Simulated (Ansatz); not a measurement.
**AlBH4SSi: basis-set convergence**

An exercise on one series of results from a longer session: the logs are not shown, and one member is left open.

Method: one geometry, several basis sets; program: Ansatz 0.2.0, Gaussian basis.

The runs, in order: PBE0-D4/def2-SVP; ωB97M-V/def2-SVP; PBE0-D4/def2-QZVPP; ωB97M-V/def2-QZVPP; the functionals' def2-TZVPP values are taken from earlier runs.

### The relaxed structure

An earlier PBE0-D4 in a triple-zeta def2 set relaxation fixed the geometry.

SMILES `[BH2][Al]1[SiH2][S]1`, 8 atoms, charge 0, spin multiplicity 1.

Atoms are counted from 1 here; the program's logs count them from 0.

Bond lengths: B1–Al2 2.099 Å, B1–H5 1.196 Å, B1–H6 1.196 Å, Al2–Si3 2.337 Å, Al2–S4 2.189 Å, Si3–S4 2.181 Å, Si3–H7 1.487 Å, Si3–H8 1.487 Å. Angles: Al2–B1–H5 121.4°, Al2–B1–H6 121.4°, H5–B1–H6 117.2°, B1–Al2–Si3 165.2°, B1–Al2–S4 137.3°, Si3–Al2–S4 57.5°, Al2–Si3–S4 57.8°, Al2–Si3–H7 124.8°, Al2–Si3–H8 124.8°, S4–Si3–H7 112.8°, S4–Si3–H8 112.8°, H7–Si3–H8 109.1°, Al2–S4–Si3 64.7°.

The first run:

Input file in.yaml:

```yaml
crystal:
  periodic: [false, false, false]
  atoms:
    - {symbol: B, position_ang: [-1.109471, 2.052972, -0.534926]}
    - {symbol: Al, position_ang: [-0.109574, 0.240627, -0.187996]}
    - {symbol: Si, position_ang: [0.867980, -1.652602, 0.772815]}
    - {symbol: S, position_ang: [0.898275, -1.295235, -1.378547]}
    - {symbol: H, position_ang: [-2.291728, 2.087665, -0.711472]}
    - {symbol: H, position_ang: [-0.527561, 3.097631, -0.525468]}
    - {symbol: H, position_ang: [2.229306, -1.695946, 1.368506]}
    - {symbol: H, position_ang: [0.134973, -2.892311, 1.141289]}
basis:
  gaussian: {orbitals: def2-SVP}
hamiltonian: {xc: pbe0, dispersion: d4}
output: {orbitals: {seedname: orbitals}}
```

Started as:

```console
> ansatz run in.yaml --threads 2 --pin off --events-out ev --progress --plain --max-ram 4352MiB
```

Steps of the session up to this table: PBE0-D4 in def2-SVP; ωB97M-V in def2-SVP; PBE0-D4 in def2-QZVPP; ωB97M-V in def2-QZVPP.

One of the session's tables, all rows but one given; the rest of the session is left out.

It belongs to the step «Density functionals: the series». 

```
functional       basis  HOMO (eV)  LUMO (eV)
   PBE0-D4    def2-SVP      -6.51      -2.99
   PBE0-D4  def2-TZVPP      -6.48      -3.00
   PBE0-D4  def2-QZVPP          ?          ?
   ωB97M-V    def2-SVP      -8.30      -1.01
   ωB97M-V  def2-TZVPP      -8.32      -1.12
   ωB97M-V  def2-QZVPP      -8.34      -1.16
```

**Question.** Estimate the row for PBE0-D4, def2-QZVPP.

The run gave: HOMO (eV): -6.49; LUMO (eV): -3.01. In the column «HOMO (eV)» it lies between PBE0-D4, def2-SVP (-6.51) and PBE0-D4, def2-TZVPP (-6.48).
